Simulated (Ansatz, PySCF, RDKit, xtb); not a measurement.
# C4H9BOS: ranking a sample of isomers

Which of a sample of isomers of C4H9BOS is the most stable in the gas at 298.15 K, and what are its properties? The sample is small against all isomers, and the most stable one of this formula need not be in it.

The funnel: GFN2-xTB relaxations, single points with a density functional, relaxations at PBE-D3(BJ)/def2-SVP, harmonic vibrations (at GFN2-xTB), and a last energy at a higher level. All values are calculated.

**1. Possible bonding patterns**

Isomers were taken from a list of plausible structures; this is a sample, not all of them. That gives 8 candidates.

```
label               SMILES     spin
 c206       CSCB[C@@H]1CO1  singlet
 c362           BOCS/C=C\C  singlet
 c491            CSB1CCOC1  singlet
 c555           C=C(BOC)SC  singlet
 c617  C#CC[S@+](C)[BH2-]O  singlet
 c780            CCB1OCCS1  singlet
 c798            OB1CCCSC1  singlet
 c946       CC[C@@H]1COBS1  singlet
```

Candidates are built by distance geometry, with a force field where one applies, in up to four conformers (letters a to d).

Q: Predict the outcome of this search (final energies at CCSD(T)/def2-SVP + MP2/def2-TZVPP - MP2/def2-SVP).

| quantity | value |
| --- | --- |
| lowest structure found | CCB1OCCS1, singlet |
| next finalist | CC[C@@H]1COBS1, singlet, 7.3 kcal/mol higher in G |
| share at equilibrium, among the finalists | 100.0 % |
| dipole moment (PBE0/def2-SVPD) | 1.66 D |
| HOMO energy (PBE0/def2-SVPD) | -7.06 eV |
| LUMO energy (PBE0/def2-SVPD) | 0.23 eV |
| HOMO–LUMO gap (PBE0/def2-SVPD) | 7.28 eV |
| lowest excitation (TD-PBE0/def2-SVPD) | 5.88 eV (f = 0.002) |
| strongest of the states computed, same level | 6.22 eV (f = 0.083) |
| lowest triplet excitation, same level, Tamm-Dancoff | 5.28 eV |
| vertical ionisation energy | 9.11 eV |
| vertical electron affinity | -1.22 eV (unbound: the value depends on the basis) |
| vertical triplet less singlet | +5.34 eV |

`CCB1OCCS1` comes out lowest. The margin of 7.3 kcal/mol over the next finalist is beyond the usual error of the last level; it says nothing of structures that weren't ranked. HF/STO-3G, r2SCAN-D4/def2-SVP, PBE-D3(BJ)/def2-SVP, HF/def2-SVP and MP2/def2-SVP already put its bonding pattern lowest among the structures in one piece; GFN2-xTB favours the singlet CC[C@@H]1COBS1. 2 minima inside the window were never screened. The search is not exhaustive (a finite list of starts, one conformer a finalist), so a lower isomer can't be ruled out. Only 8 drawn patterns were tried, so whole families of isomers are missing, and the result ranks this sample alone.
